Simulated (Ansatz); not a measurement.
Working through a scan of the energy under strain of YbAg, space group Pm-3m

Program: the Ansatz DFT code, driven from Python.

Run as a notebook:

```python
import warnings

import ansatz as az
import numpy as np
```

```python
vectors0 = np.array([
    [3.6787, 0.0, 0.0],
    [0.0, 3.6787, 0.0],
    [0.0, 0.0, 3.6787],
])
sites = [
    ('Yb', (0.5, 0.5, 0.5)),
    ('Ag', (0.0, 0.0, 0.0)),
]


def make_crystal(cell):
    crystal = az.Crystal(lattice=az.Lattice.of(cell))
    for symbol, position in sites:
        crystal = crystal.atom(symbol, position)
    return crystal
```

```python
warnings.simplefilter('ignore', az.DeckWarning)
```

```python
# clamped ions: the fractional positions stay as typed
values = np.linspace(-0.05, 0.05, 5)
energies = []
for d in values:
    strain = np.diag([d, d, 0])
    cell = vectors0 @ (np.eye(3) + strain)
    base = make_crystal(cell).calculation()
    base = base.occupations(az.OccupationsMethod.FERMI_DIRAC, width=0.1).functional(az.Functional.PBESOL)
    base = base.scf(tolerance=1e-09)
    base = base.basis(520).kpoints(9, 9, 9)
    report = base.run(threads=1).report
    energies.append(report['free_energy_ev'] / len(sites))
    print(f'd = {d:+.4f}  F = {energies[-1]:.5f} eV/atom')
energies = np.array(energies)
```

    d = -0.0500  F = -10599.71959 eV/atom
    d = -0.0250  F = -10599.71900 eV/atom
    d = +0.0000  F = -10599.69845 eV/atom
    d = +0.0250  F = -10599.66184 eV/atom
    d = +0.0500  F = -10599.61250 eV/atom

```python
for value, e in zip(values, energies):
    print(f'strain {value:7.3f}   E - Emin = {1000 * (e - energies.min()):9.3f} meV/atom')
curvature = 2 * np.polyfit(values, energies, 3)[1]
volume = abs(np.linalg.det(vectors0)) / len(sites)
print(f'd2E/dd2 over the volume: {curvature / volume * 160.21766:.1f} GPa')
```

    strain  -0.050   E - Emin =     0.000 meV/atom
    strain  -0.025   E - Emin =     0.593 meV/atom
    strain   0.000   E - Emin =    21.142 meV/atom
    strain   0.025   E - Emin =    57.751 meV/atom
    strain   0.050   E - Emin =   107.090 meV/atom
    d2E/dd2 over the volume: 167.1 GPa

Against the unstrained cell the energy per atom changes by -21.14 meV at one end of the scan and +85.95 meV at the other, and its second derivative over the volume is 167.1 GPa. The lowest row is an end of the scan, as the cell stands under stress.

Notes:
- Total energies depend on the potentials; only differences at equal settings carry meaning.
- Semilocal functionals put the nearly full 4f shell of Yb too close to the Fermi level.
- The curvature belongs to this strain pattern and to the cell's stress; it equals a single elastic constant only for simple patterns.
- In a metal a curvature from energy changes of a few meV or less hangs on mesh and smearing, in size and even in sign.
- The structure is a deposited one; some such entries were measured under pressure or heat, so a shift against it needn't be the functional's error alone.
- The ions keep their fractional positions (clamped ions).
- Timing: 37 s on 1 thread of Arm Neoverse V1 (shared host), peak memory 0.41 GiB.
